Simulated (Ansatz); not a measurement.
# TiCH₂+ (sextet): the correlation ladder, def2-SVP

One table from this session's results is given with a row withheld; the runs are named, their logs left out.

Method: def2-SVP, core rule «outside noble gas», up to 10 orbitals frozen; program: Ansatz 0.2.0, Gaussian basis.

The runs, in order: UHF; CCSD(T) on ROHF; CCSD(T) on UHF; CISD; CCSDT(Q) on ROHF; CCSDT(Q) on UHF; CASSCF and MRCISD+Q, 9 electrons in 11 orbitals; CASSCF and NEVPT2, 9 electrons in 11 orbitals.

16 further runs of the same task are left out: 7 that didn't finish, 9 set aside as unsound or not needed.

### The geometry

The geometry is a PBE0/def2-TZVP stationary point (not a proven minimum).

4 atoms, charge 1, spin multiplicity 6.

Atoms are counted from 1 here; the program's logs count them from 0.

Bond lengths: Ti1–C2 2.438 Å, C2–H3 1.085 Å, C2–H4 1.085 Å. Angles: Ti1–C2–H3 104.7°, Ti1–C2–H4 104.7°, H3–C2–H4 140.1°.

The first run:

The input, in.yaml:

```yaml
crystal:
  periodic: [false, false, false]
  atoms:
    - {symbol: Ti, position_ang: [-0.007353, 0.000000, 0.561384]}
    - {symbol: C, position_ang: [0.059633, 0.000000, -1.875278]}
    - {symbol: H, position_ang: [-0.180690, 1.019801, -2.157055]}
    - {symbol: H, position_ang: [-0.180690, -1.019801, -2.157055]}
basis:
  gaussian: {orbitals: def2-SVP}
total_charge: 1
magnetization: {spin_polarized: true, initial_magnetization: 5}
hamiltonian: {xc: hf}
output: {orbitals: {seedname: orbitals}}
```

Started as:

```bash
$ ansatz run in.yaml --threads 1 --pin off --events-out ev --progress --plain --max-ram 2393MiB
```

Among the steps run: UHF; CCSD(T) on ROHF; CCSD(T) on UHF; CISD; CCSDT(Q) on ROHF; CCSDT(Q) on UHF; CASSCF and MRCISD+Q, 9 electrons in 11 orbitals; CASSCF and NEVPT2, 9 electrons in 11 orbitals.

One table of the session follows, with a row left open; its other results are not shown here.

It belongs to the step «Misses and costs». 

| method | from RCCSDT(Q) (meV) |
| --- | --- |
| ROHF | +3851.2 |
| UHF | +3628.6 |
| RMP2 | +821.3 |
| UMP2 | +743.1 |
| CISD | +270.4 |
| RCCSD | +97.0 |
| UCCSD | +33.9 |
| RCCSD(T) | ? |
| UCCSD(T) | -32.0 |
| RCCSDT | +2.7 |
| UCCSDT | -51.9 |
| RCCSDT(Q) | 0 |
| UCCSDT(Q) | -54.3 |
| CASSCF frontier | +2296.6 |
| NEVPT2 frontier | +673.6 |

**Question.** Estimate the row for RCCSD(T).

As computed: from RCCSDT(Q) (meV): +28.3. In the column «from RCCSDT(Q) (meV)» it lies between RCCSDT (+2.7) and UCCSD (+33.9).

Not comparable, so not listed: CASSCF and MRCISD+Q, 9 electrons in 11 orbitals (they don't share determinant, frozen orbitals or solution with the rows shown, or repeat one).

Limits of these values: Restricted and unrestricted rows rest on different reference determinants; where their highest levels disagree by more than a few hundredths of an eV, they describe different states and don't form one ladder. Warnings in the runs' records: passed over end.
